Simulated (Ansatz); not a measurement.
**ZnGe (element-swapped structure): how the settings move a single-point run**

Question: which choices in the input matter for ZnGe (element-swapped structure)?

Program: Ansatz 0.2.0. Level of theory: reference: DFT r2SCAN, plane waves, PAW, scalar-relativistic, no spin polarisation. These are calculated values, not measurements.

2 further runs of the same task are left out: 1 that didn't finish, 1 set aside as unsound or not needed.

### Step 1. The structure to begin with

Symmetry: R-3m, No. 166, trigonal system. The conventional cell has a = 3.101 Å, b = 3.101 Å, c = 11.334 Å, α = 90.00°, β = 90.00°, γ = 120.00°. Zn (site symmetry -3m) has 6 Ge at 2.60 Å as nearest neighbours. Around Ge (site symmetry -3m) lie 6 Zn at 2.60 Å.

Structure file:

```
CELL_PARAMETERS angstrom
1.55074 2.68595 0.00000
-1.55074 2.68595 0.00000
0.00000 -1.79064 3.77797
ATOMIC_POSITIONS crystal
Zn 0.00000 0.00000 0.00000
Ge 0.50000 0.50000 0.50000
```

### Step 2. Baseline

input.yaml reads:

```yaml
crystal:
  lattice:
    - [1.550738, 2.68595, 0.0]
    - [-1.550738, 2.68595, 0.0]
    - [0.0, -1.790634, 3.777971]
  atoms:
    - { symbol: Zn, position: [0.0, 0.0, 0.0] }
    - { symbol: Ge, position: [0.5, 0.5, 0.5] }
  symmetry: { tolerance: 0.0003 }
kpoints:
  mp_grid: { grid: [7, 7, 7], shift: [0, 0, 0] }
magnetization:
  spin_polarized: false
scf:
  occupations: { method: fermi_dirac, width: 0.0256 }
hamiltonian:
  pseudopotentials: { kind: paw }
  xc: r2scan
basis:
  ecutwfc: 500
output:
  forces: true
  stress: true
  eigenvalues: true
  write_density: true
  write_potential: true
  elf: true
  volumetric_format: npy
```

Run with:

```
> ansatz run input.yaml --threads 1 --pin off --max-ram 2560MiB --backend cpu --events-out ev --progress --plain --runs-dir out
```

Standard output (excerpt; [...] marks lines left out):

```text
Warning: crystal.lattice misses the space group found at crystal.symmetry.tolerance 3.0e-4 in a digit that the deck types, which is why this is a warning: making the lattice exact moves one of its numbers by a whole unit of that number's last typed decimal, or more. The operation that it [...]
Warning: RAYON_NUM_THREADS=1 ignored (pool sized by the plan → 1); use --threads N
[...]
Pseudopotentials: kind: paw
Pseudopotential: Zn, paw, valence charge 12, recommended cutoff 500 eV (meta_gga), Zn.paw.azcp
Pseudopotential: Ge, paw, valence charge 14, recommended cutoff 500 eV (meta_gga), Ge.paw.azcp
Functional definition: r2SCAN
[...]
Crystal: 2 atoms, lattice volume = 31.472 Å³
Basis set: ecut = 500 eV, 799 PW (Γ), exchange–correlation on 96×96×128 points (64 copies of the dense FFT grid, shifted against one another)
Bands: 17, of which v1, the nominal top of the filled ones, is band 13 counted from 1 (12 counted from 0)
Symmetry: 12 space group operations
Space group: R-3m (ITA 166), of the structure as read, at distance tolerance 9.5e-4 Å
k-points: 44 of 343
[...]
SCF iter   1: F=—  HF=-7627.869254 eV  |F-HF|=—  |Δ(HF+E_count)|=         —  Δρ=1.85e-2  dr2=5.25e-2  dr2_τ=2.49e-3  ethr=1.77e-3  ⟨swp⟩=5.9  Hψ=3768  notcnv=0
[...]
SCF iter   8: F=-7627.881526 eV  HF=-7627.881526 eV  |F-HF|=9.37e-9  |Δ(HF+E_count)|=   1.65e-7  Δρ=5.97e-6  dr2=8.33e-9  dr2_τ=3.18e-11  ethr=3.85e-10  ⟨swp⟩=9.8  Hψ=5010  notcnv=0
[...]
SCF converged after 8 iterations
Free energy (F): -7627.881526 eV
[...]
E sigma→0 (E₀):  -7627.879752 eV
Entropy (-TS):   -0.003549 eV (-1.774 meV/atom)
Fermi energy:    12.153449 eV
[...]
--- Forces (eV/Å), atoms counted from 1 ---
  atom   1  Zn    -0.00000000     0.00000000     0.00000000
  atom   2  Ge     0.00000000     0.00000000     0.00000000
[...]
--- Stress (GPa, compression-positive) ---
        8.657615       0.000000      -0.000000
        0.000000       8.657615       0.000000
       -0.000000       0.000000       7.187266
  P = ⅓ Tr σ = 8.1675 GPa (81.675 kbar)
--- Band table (eV; the first three rows and the last of 44) ---
  k-point 0: bands = ["-13.2626", "-13.2626", "-13.1859", "-13.1682", "-13.1682", "-1.3980", "3.9635", "4.1812", "4.1812", "4.3415", "4.3415", "9.2091", "12.4441", "18.3524", "18.3524", "24.7915", "24.8152"]
[...]
```

Run time: 2.7 s. Hardware: 1 thread of AMD EPYC 9R14 (Zen 4), shared host; peak memory 0.46 GiB.

### Step 3. Changed: mp_grid.grid [5, 5, 5]

input.yaml: that of step 2 with these lines changed.

```diff
@@ -10,3 +10,3 @@
 kpoints:
-  mp_grid: { grid: [7, 7, 7], shift: [0, 0, 0] }
+  mp_grid: { grid: [5, 5, 5], shift: [0, 0, 0] }
 magnetization:
@@ -24,5 +24 @@
   eigenvalues: true
-  write_density: true
-  write_potential: true
-  elf: true
-  volumetric_format: npy
```

Run with:

```
> ansatz run input.yaml --threads 1 --pin off --max-ram 2560MiB --backend cpu --events-out ev --progress --plain --runs-dir out
```

Standard output (excerpt; [...] marks lines left out):

```text
Warning: crystal.lattice misses the space group found at crystal.symmetry.tolerance 3.0e-4 in a digit that the deck types, which is why this is a warning: making the lattice exact moves one of its numbers by a whole unit of that number's last typed decimal, or more. The operation that it [...]
Warning: RAYON_NUM_THREADS=1 ignored (pool sized by the plan → 1); use --threads N
[...]
[... 4 set-up lines as earlier in the session ...]
[...]
Crystal: 2 atoms, lattice volume = 31.472 Å³
Basis set: ecut = 500 eV, 799 PW (Γ), exchange–correlation on 96×96×128 points (64 copies of the dense FFT grid, shifted against one another)
Bands: 17, of which v1, the nominal top of the filled ones, is band 13 counted from 1 (12 counted from 0)
[... 2 set-up lines as earlier in the session ...]
k-points: 19 of 125
[...]
SCF iter   1: F=—  HF=-7627.898983 eV  |F-HF|=—  |Δ(HF+E_count)|=         —  Δρ=1.86e-2  dr2=4.84e-2  dr2_τ=2.66e-3  ethr=1.77e-3  ⟨swp⟩=5.8  Hψ=1616  notcnv=0
[...]
SCF iter   8: F=-7627.914903 eV  HF=-7627.914903 eV  |F-HF|=3.35e-8  |Δ(HF+E_count)|=   1.35e-7  Δρ=1.42e-5  dr2=8.70e-8  dr2_τ=3.94e-10  ethr=3.85e-10  ⟨swp⟩=6.3  Hψ=1478  notcnv=0
[...]
SCF converged after 8 iterations
Free energy (F): -7627.914903 eV
[...]
E sigma→0 (E₀):  -7627.912415 eV
Entropy (-TS):   -0.004977 eV (-2.488 meV/atom)
Fermi energy:    11.903363 eV
[...]
--- Forces (eV/Å), atoms counted from 1 ---
  atom   1  Zn    -0.00000000     0.00000000     0.00000000
  atom   2  Ge    -0.00000000     0.00000000     0.00000000
[...]
--- Stress (GPa, compression-positive) ---
        9.491557       0.000000      -0.000000
        0.000000       9.491557       0.000001
       -0.000000       0.000001       3.741888
  P = ⅓ Tr σ = 7.5750 GPa (75.750 kbar)
--- Band table (eV; the first three rows and the last of 19) ---
  k-point 0: bands = ["-13.1974", "-13.1974", "-13.1356", "-13.1143", "-13.1143", "-1.3817", "3.9029", "4.1131", "4.1131", "4.2798", "4.2798", "9.2147", "12.4289", "18.3856", "18.3856", "24.8072", "24.8333"]
[...]
```

Run time: 1.6 s. Hardware: 1 thread of AMD EPYC 9R14 (Zen 4), shared host; peak memory 0.41 GiB.

Changing the k-point mesh moves the energy by -16.7 meV/atom, and the pressure goes from 8.2 to 7.6 GPa. Sampling errors of the energy have no fixed sign. These settings are too coarse to quote as the system's properties.

### Step 4. Changed: ecutrho_ratio 6

input.yaml: that of step 2 with these lines changed.

```diff
@@ -20,2 +20,3 @@
   ecutwfc: 500
+  ecutrho_ratio: 6
 output:
```

Run with:

```
> ansatz run input.yaml --threads 1 --pin off --max-ram 2560MiB --backend cpu --events-out ev --progress --plain --runs-dir out
```

Standard output (excerpt; [...] marks lines left out):

```text
Warning: crystal.lattice misses the space group found at crystal.symmetry.tolerance 3.0e-4 in a digit that the deck types, which is why this is a warning: making the lattice exact moves one of its numbers by a whole unit of that number's last typed decimal, or more. The operation that it [...]
Warning: RAYON_NUM_THREADS=1 ignored (pool sized by the plan → 1); use --threads N
[...]
[... 4 set-up lines as earlier in the session ...]
[...]
Crystal: 2 atoms, lattice volume = 31.472 Å³
Basis set: ecut = 500 eV, 799 PW (Γ), exchange–correlation on 120×120×160 points (64 copies of the dense FFT grid, shifted against one another)
Bands: 17, of which v1, the nominal top of the filled ones, is band 13 counted from 1 (12 counted from 0)
[... 2 set-up lines as earlier in the session ...]
k-points: 44 of 343
[...]
SCF iter   1: F=—  HF=-7627.869337 eV  |F-HF|=—  |Δ(HF+E_count)|=         —  Δρ=1.85e-2  dr2=5.25e-2  dr2_τ=2.49e-3  ethr=1.77e-3  ⟨swp⟩=5.9  Hψ=3768  notcnv=0
[...]
SCF iter   8: F=-7627.881629 eV  HF=-7627.881629 eV  |F-HF|=9.50e-9  |Δ(HF+E_count)|=   1.67e-7  Δρ=5.95e-6  dr2=8.29e-9  dr2_τ=3.09e-11  ethr=3.85e-10  ⟨swp⟩=9.7  Hψ=5015  notcnv=0
[...]
SCF converged after 8 iterations
Free energy (F): -7627.881629 eV
[...]
E sigma→0 (E₀):  -7627.879854 eV
Entropy (-TS):   -0.003549 eV (-1.774 meV/atom)
Fermi energy:    12.153457 eV
[...]
--- Forces (eV/Å), atoms counted from 1 ---
  atom   1  Zn    -0.00000000     0.00000000     0.00000000
  atom   2  Ge     0.00000000    -0.00000000     0.00000000
[...]
--- Stress (GPa, compression-positive) ---
        8.657550       0.000000      -0.000000
        0.000000       8.657550       0.000000
       -0.000000       0.000000       7.187569
  P = ⅓ Tr σ = 8.1676 GPa (81.676 kbar)
--- Band table (eV; the first three rows and the last of 44) ---
  k-point 0: bands = ["-13.2626", "-13.2626", "-13.1859", "-13.1682", "-13.1682", "-1.3979", "3.9635", "4.1812", "4.1812", "4.3415", "4.3415", "9.2091", "12.4441", "18.3524", "18.3524", "24.7915", "24.8152"]
[...]
```

Run time: 3.3 s. Hardware: 1 thread of AMD EPYC 9R14 (Zen 4), shared host; peak memory 0.54 GiB.

Changing the numerical grids leaves the energy as it was (-0.1 meV/atom).

### Step 5. All runs together

| run | ending | energy change | pressure (GPa) | gap (eV) | force (eV/Å) | cycles | time |
| --- | --- | --- | --- | --- | --- | --- | --- |
| reference | converged | 0 | 8.2 | 0.00 | 0.00 | 8 | 2.7 s |
| 1: mp_grid.grid [5, 5, 5] | converged | -16.7 meV/atom | 7.6 | 0.00 | 0.00 | 8 | 1.6 s |
| 2: ecutrho_ratio 6 | converged | -0.1 meV/atom | 8.2 | 0.00 | 0.00 | 8 | 3.3 s |

Times don't compare one to one where runs were asked for different outputs or read a saved state (see the inputs); cycles may leave out searches for a lower state.

Residual by cycle in the longest SCF loop of each run; runs are numbered as in the table. The quantity is the density residual dr2, in eV.

| cycle | reference | run 1 | run 2 |
| --- | --- | --- | --- |
| 1 | 0.0525 | 0.0484 | 0.0525 |
| 2 | 0.00249 | 0.00426 | 0.00249 |
| 3 | 0.00177 | 0.00419 | 0.00177 |
| 4 | 1.1e-4 | 0.00104 | 1.1e-4 |
| 5 | 5.5e-6 | 2.3e-4 | 5.5e-6 |
| 6 | 2.6e-6 | 3.0e-5 | 2.6e-6 |
| 7 | 1.4e-7 | 4.0e-7 | 1.4e-7 |
| 8 | 8.3e-9 | 8.7e-8 | 8.3e-9 |

Of the converged runs whose energies compare with the reference's, «mp_grid.grid [5, 5, 5]» moves the energy most (-16.7 meV/atom) and «ecutrho_ratio 6» least (-0.1 meV/atom).

The reference has limits of its own: its mesh is coarse for a cell with so small a gap or none; the structure is made up and not relaxed.
